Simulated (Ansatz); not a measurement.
# Zr5N5O2: the cost of one run

Computed with Ansatz 0.2.0 (DFT r2SCAN, scalar-relativistic, plane waves, PAW, unless a step's input says otherwise).

## 1. The starting structure

It takes space group Cm (No. 8, monoclinic). The conventional cell has a = 10.603 Å, b = 3.115 Å, c = 9.258 Å, α = 90.00°, β = 105.61°, γ = 90.00°. Around Zr (site symmetry m) lie 5 N at 2.19 to 2.25 Å and 1 O at 2.22 Å. Around Zr (site symmetry m) lie 2 O at 2.24 Å and 5 N at 2.30 to 2.47 Å. Around Zr (site symmetry m) lie 2 O at 2.26 Å and 5 N at 2.28 to 2.43 Å. Zr (site symmetry m) has 1 O at 2.19 Å and 5 N at 2.20 to 2.26 Å as nearest neighbours. Zr (site symmetry m) is surrounded by 2 O at 2.15 Å and 4 N at 2.23 to 2.24 Å. N (site symmetry m) is surrounded by 4 Zr at 2.19 to 2.20 Å. N (site symmetry m) is surrounded by 5 Zr at 2.23 to 2.47 Å. Around N (site symmetry m) lie 5 Zr at 2.25 to 2.36 Å. Only part of the 12 independent sites is listed.

Coordinates:

```
Zr N O
1.0
     5.30174   -1.55769    0.00000
     5.30174    1.55769    0.00000
    -2.49067    0.00000    8.91695
Zr N O
5 5 2
Direct
  0.87900 0.87900 0.07110
  0.29348 0.29348 0.69028
  0.69883 0.69883 0.30735
  0.10405 0.10405 0.91805
  0.99579 0.99579 0.49538
  0.48697 0.48697 0.98825
  0.33956 0.33956 0.44212
  0.25510 0.25510 0.14302
  0.72811 0.72811 0.84800
  0.65266 0.65266 0.55101
  0.94865 0.94865 0.70718
  0.03988 0.03988 0.28181
```

The structure comes from the Materials Project (structure only).

(A quick probe on a coarse mesh, which set the mesh and smearing, is not shown.)

## 3. Reference: the cell as listed

input.yaml reads:

```yaml
crystal:
  lattice:
    - [5.301742, -1.557686, 0.0]
    - [5.301742, 1.557686, 0.0]
    - [-2.490674, 0.0, 8.916948]
  atoms:
    - { symbol: Zr, position: [0.878996, 0.878996, 0.071103] }
    - { symbol: Zr, position: [0.293476, 0.293476, 0.69028] }
    - { symbol: Zr, position: [0.69883, 0.69883, 0.307348] }
    - { symbol: Zr, position: [0.104054, 0.104054, 0.918054] }
    - { symbol: Zr, position: [0.995794, 0.995794, 0.495377] }
    - { symbol: "N", position: [0.486968, 0.486968, 0.988247] }
    - { symbol: "N", position: [0.339563, 0.339563, 0.44212] }
    - { symbol: "N", position: [0.2551, 0.2551, 0.143015] }
    - { symbol: "N", position: [0.728105, 0.728105, 0.847995] }
    - { symbol: "N", position: [0.652664, 0.652664, 0.551014] }
    - { symbol: O, position: [0.948653, 0.948653, 0.707179] }
    - { symbol: O, position: [0.039877, 0.039877, 0.281815] }
basis:
  ecutwfc: 500
kpoints:
  mp_grid: { grid: [12, 12, 4] }
hamiltonian:
  xc: r2scan
scf:
  occupations: { method: gaussian, width: 0.1 }
output:
  forces: true
  stress: true
  eigenvalues: true
  populations: true
```

Command:

```console
$ ansatz run input.yaml --threads 2 --pin off --max-ram 3584MiB --backend cpu --events-out ev --progress --plain --runs-dir out
```

**Question.** How long does this run take on 2 threads of Arm Neoverse V1, shared host, and how much memory does it need?

About 3.9 min, with a peak of 1.8 GiB.
